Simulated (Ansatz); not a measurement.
# Cl2GaHO: a relaxed scan of the bond length Ga2–Cl3

One table from this session's results is given with a row withheld; the runs are named, their logs left out.

Program: Ansatz 0.2.0, Gaussian basis. Level of theory: single points in def2-TZVPP. These are calculated values, not measurements.

Levels: PBE-D4, r2SCAN-D4, PBE0-D4, B3LYP-D4, wB97M-V, Hartree-Fock, MP2, CCSD, CCSD(T). The scan takes 1.856, 1.930, 2.037, 2.163, 2.302, 2.451, 2.611, 2.778, 2.953 Å.

Cores are frozen in the correlated methods. Filled d shells of the heavier atoms are correlated. B3LYP uses VWN-RPA correlation.

19 further runs of the same task are left out: 19 set aside as unsound or not needed.

## The starting structure

The minimum, relaxed at PBE0-D4: SMILES `[OH][Ga]([Cl])[Cl]`, 5 atoms, charge 0, spin multiplicity 1.

Atoms are counted from 1 here; the program's logs count them from 0.

Bond lengths: O1–Ga2 1.765 Å, O1–H5 0.961 Å, Ga2–Cl3 2.109 Å, Ga2–Cl4 2.123 Å. Angles: Ga2–O1–H5 112.9°, O1–Ga2–Cl3 118.8°, O1–Ga2–Cl4 120.6°, Cl3–Ga2–Cl4 120.6°.

Geometry (Å):

```xyz
5
Cl2GaHO
O     0.25450    1.35458    0.24586
Ga    0.11850   -0.39455    0.05681
Cl    1.49996   -1.63489    1.05773
Cl   -1.40789   -1.23629   -1.15580
H    -0.41518    1.83745   -0.24600
```

Energies of the minimum (eV), from earlier single points: PBE-D4 -79472.12843, r2SCAN-D4 -79489.51704, PBE0-D4 -79475.16714, B3LYP-D4 -79494.62345, wB97M-V -79487.78521, CCSD(T) -79424.69028.

At the minimum the bond length Ga2–Cl3 is 2.109 Å.

Set-up of the first run:

relax/in.yaml reads:

```yaml
crystal:
  periodic: [false, false, false]
  atoms:
    - {symbol: O, position_ang: [0.254504, 1.354583, 0.245863]}
    - {symbol: Ga, position_ang: [0.118504, -0.394549, 0.056807]}
    - {symbol: Cl, position_ang: [1.334124, -1.485993, 0.937576]}
    - {symbol: Cl, position_ang: [-1.407890, -1.236294, -1.155796]}
    - {symbol: H, position_ang: [-0.415175, 1.837449, -0.246004]}
basis:
  gaussian: {orbitals: def2-TZVP}
hamiltonian: {xc: pbe0, dispersion: d4}
relax: {f_tol: 0.005, max_steps: 200, constraints: [{distance: [1, 2]}]}
```

The command line of these runs was not kept.

Among the steps run: Ga2–Cl3 = 1.856 Å; Ga2–Cl3 = 1.930 Å; Ga2–Cl3 = 2.037 Å; Ga2–Cl3 = 2.163 Å; Ga2–Cl3 = 2.302 Å; Ga2–Cl3 = 2.451 Å; Ga2–Cl3 = 2.611 Å; Ga2–Cl3 = 2.778 Å; Ga2–Cl3 = 2.953 Å.

One table of the session follows, with a row left open; its other results are not shown here.

Energies less that of the minimum at the same level (meV):

```
bond length (Å)  PBE-D4  PBE0-D4  B3LYP-D4  wB97M-V  Hartree-Fock
          1.856     883      827       895      843           947
          1.930     411      368       415      376           435
          2.037      70       51        69       53            69
2.109 (minimum)       0        0         0        0             0
          2.163       8       23        10       23            15
          2.302       ?        ?         ?        ?             ?
          2.451     530      633       554      645           640
          2.611     967     1119      1008     1146          1159
          2.778    1436     1640      1498     1686          1723
          2.953    1903     2159      1989     2230          2293
```

Estimate the missing values for bond length (Å) = 2.302.

Worked estimate for «PBE-D4». A straight line through the neighbours (2.163, 8) and (2.451, 530) gives 8 + (530 − 8) × (2.302 − 2.163) / (2.451 − 2.163) = 260; a parabola fitted to 4 rows on both sides gives 192.

The run gave: PBE-D4: 188; PBE0-D4: 245; B3LYP-D4: 198; wB97M-V: 248; Hartree-Fock: 234. In «PBE-D4» the line misses by +72 and the parabola by +4.
